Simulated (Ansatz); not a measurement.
# BGePH (quartet): wave-function methods side by side at a displaced geometry (v1), cc-pVDZ

The task here is to estimate one member of a computed series from the others.

The runs use Ansatz 0.2.0, Gaussian basis; cc-pVDZ, core rule «outside noble gas», up to 20 orbitals frozen.

The runs, in order: UHF; CCSD(T) on ROHF; CCSD(T) on UHF; BCCD(T) on ROHF; CISD; CCSDT(Q) on ROHF; CCSDT(Q) on UHF.

25 further runs of the same task are left out: 16 that didn't finish, 9 set aside as unsound or not needed.

## The geometry

The geometry is a PBE0/def2-TZVP stationary point (not a proven minimum) with its atoms shifted at random (size 0.040 Å). No spin-orbit coupling is included. The filled d shell of Ge may be among the frozen orbitals whatever the setting's name suggests; the logs give the count.

4 atoms, charge 0, spin multiplicity 4.

Atoms are counted from 1 here; the program's logs count them from 0.

Bond lengths: Ge1–B2 1.969 Å, B2–P3 1.952 Å, P3–H4 1.365 Å. Angles: Ge1–B2–P3 177.6°, B2–P3–H4 94.6°.

The first run:

in.yaml

```yaml
crystal:
  periodic: [false, false, false]
  atoms:
    - {symbol: Ge, position_ang: [0.002340, -0.313213, 2.490690]}
    - {symbol: B, position_ang: [0.001491, -0.306593, 0.521394]}
    - {symbol: P, position_ang: [0.049472, -0.366200, -1.429427]}
    - {symbol: H, position_ang: [-0.053303, 0.986006, -1.582656]}
basis:
  gaussian: {orbitals: cc-pVDZ}
magnetization: {spin_polarized: true, initial_magnetization: 3}
hamiltonian: {xc: hf}
output: {orbitals: {seedname: orbitals}}
```

Run with:

```sh
> ansatz run in.yaml --threads 1 --pin off --events-out ev --progress --plain --max-ram 2393MiB
```

Among the steps run: UHF; CCSD(T) on ROHF; CCSD(T) on UHF; BCCD(T) on ROHF; CISD; CCSDT(Q) on ROHF; CCSDT(Q) on UHF.

One of the session's tables, all rows but one given; the rest of the session is left out.

| method | from UCCSDT(Q) (meV) |
| --- | --- |
| ROHF | +7626.1 |
| UHF | +7423.0 |
| RMP2 | +1517.7 |
| UMP2 | +1549.3 |
| CISD | +1121.5 |
| RCCSD | +364.7 |
| UCCSD | +356.0 |
| RCCSD(T) | +75.8 |
| UCCSD(T) | +73.4 |
| BCCD(T) | +74.8 |
| RCCSDT | ? |
| UCCSDT | +20.8 |
| RCCSDT(Q) | +4.1 |
| UCCSDT(Q) | 0 |

Q: Estimate the row for RCCSDT from the others.

The run gave: from UCCSDT(Q) (meV): +24.4. In the column «from UCCSDT(Q) (meV)» it lies between UCCSDT (+20.8) and UCCSD(T) (+73.4).

Caveats from the session: Restricted and unrestricted rows rest on different reference determinants; where their highest levels disagree by more than a few hundredths of an eV, they describe different states and don't form one ladder.
